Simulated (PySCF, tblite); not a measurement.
**C₅H₁₀Al₂Cl₂O: geometry, infrared bands and NMR shifts**

Wanted: the infrared bands and NMR shifts of C₅H₁₀Al₂Cl₂O (`C=CC(=O)C[CH2][AlH-]1[Cl+][AlH2-][Cl+]1`), by calculation.

Programs: tblite 0.8.0 and PySCF 2.14.0, with density-fitted response routines of our own. Each step states its level of theory. These are calculated values for one molecule in the gas phase, unless marked as measured. Atoms count from 0, in the outputs and in this text.

## 1. The molecule as given

20 atoms, charge 0, multiplicity 1; geometry from: force field or distance geometry start.

Bonds of the start (Å): C0–C1 1.32, C1–C2 1.45, C2–O3 1.26, C2–C4 1.48, C4–C5 1.49, C5–Al6 1.98, Al6–Cl7 2.24, Cl7–Al8 2.22, Al8–Cl9 2.23, Cl9–Al6 2.23, C0–H10 1.11, C0–H11 1.07, C1–H12 1.08, C4–H13 1.13, C4–H14 1.11, C5–H15 1.11, C5–H16 1.10, Al6–H17 1.59, Al8–H18 1.59, Al8–H19 1.58.

## 2. Optimising the geometry with GFN2-xTB

What the job is given:

```
{"job": {"kind": "relax", "xc": "GFN2-xTB", "basis": "xTB"}, "charge": 0, "multiplicity": 1}
C     -3.085100    -0.380600     1.083500
C     -3.223400    -0.520600    -0.223400
C     -2.173200    -0.209600    -1.180600
O     -2.423800    -0.382900    -2.406800
C     -0.849700     0.326200    -0.808100
C      0.131200    -0.789400    -0.942500
Al     1.989700    -0.282700    -0.493700
Cl     2.890500    -1.377500     1.241900
Al     3.979500     0.512700     1.674800
Cl     2.207700     1.534300     0.773900
H     -3.939400    -0.649800     1.739100
H     -2.213900    -0.005800     1.585500
H     -4.165800    -0.909300    -0.576900
H     -0.599500     1.153200    -1.535900
H     -0.894300     0.763600     0.205700
H      0.147200    -1.126700    -2.004100
H     -0.245500    -1.655900    -0.374100
H      2.983800    -0.211300    -1.736800
H      5.286800     0.569100     0.765300
H      4.192000     0.834200     3.210100
```

Started as:

```
> OMP_NUM_THREADS=1 python probes_run.py task.json out
```

This one command runs all jobs of the session in turn.

**Question.** This job is followed by: GFN2-xTB harmonic vibrations, gas phase; GIAO PBE0/pcSseg-1 NMR shielding, non-relativistic, gas phase. Predict these results of the whole session: strongest single infrared mode (GFN2-xTB); zero-point energy (GFN2-xTB); 13C shifts against TMS (PBE0/pcSseg-1); 1H shifts against TMS (PBE0/pcSseg-1, means over atoms taken as alike); 17O shifts against H2O (PBE0/pcSseg-1); 27Al shifts against AlH4- (PBE0/pcSseg-1); 35Cl shifts against HCl (PBE0/pcSseg-1, means over atoms taken as alike); surface potential, 1st and 99th percentile.

As calculated:

| quantity | value |
| --- | --- |
| strongest single infrared mode (GFN2-xTB) | 644 cm⁻¹, 624 km/mol |
| zero-point energy (GFN2-xTB) | 80.4 kcal/mol |
| 13C shifts against TMS (PBE0/pcSseg-1) | 205.7, 143.8, 136.1, 36.5, 14.7 ppm |
| 1H shifts against TMS (PBE0/pcSseg-1, means over atoms taken as alike) | 6.38, 6.24, 6.17, 4.66, 4.62, 4.62, 2.40, 1.03 ppm |
| 17O shifts against H2O (PBE0/pcSseg-1) | 682.2 ppm |
| 27Al shifts against AlH4- (PBE0/pcSseg-1) | 77.3, 74.8 ppm |
| 35Cl shifts against HCl (PBE0/pcSseg-1, means over atoms taken as alike) | 20 ppm |
| surface potential, 1st and 99th percentile | -1.66 V and 1.94 V |

**Reading.** Over 264 steps the energy fell by 0.650 eV; of the close pairs, Al8–Cl9 changed most, 2.235 to 2.171 Å. All 54 modes are real, so the xTB geometry is a minimum. The strongest single mode, at 644 cm⁻¹, has its largest shares on H17, H19 and H18 (the list is cut at 3 atoms). GFN2-xTB is a fitted tight-binding method: band positions and strengths are rough. Its intensities can rank the bands wrongly. The most deshielded carbon is C2 (ketone carbonyl carbon), at 205.7 ppm: low-lying n→π* states of the double bond to the heteroatom give a large paramagnetic term (-268 ppm). At PBE0/pcSseg-1: Shielding is most anisotropic at O3 (span 1283 ppm, paramagnetic term -741 ppm). By nearest atom (PBE0/pcSseg-1), the HOMO sits on O3 53 %; C4, C5 about 9 % each and the LUMO on C0, C2 about 23 % each; O3 20 %.
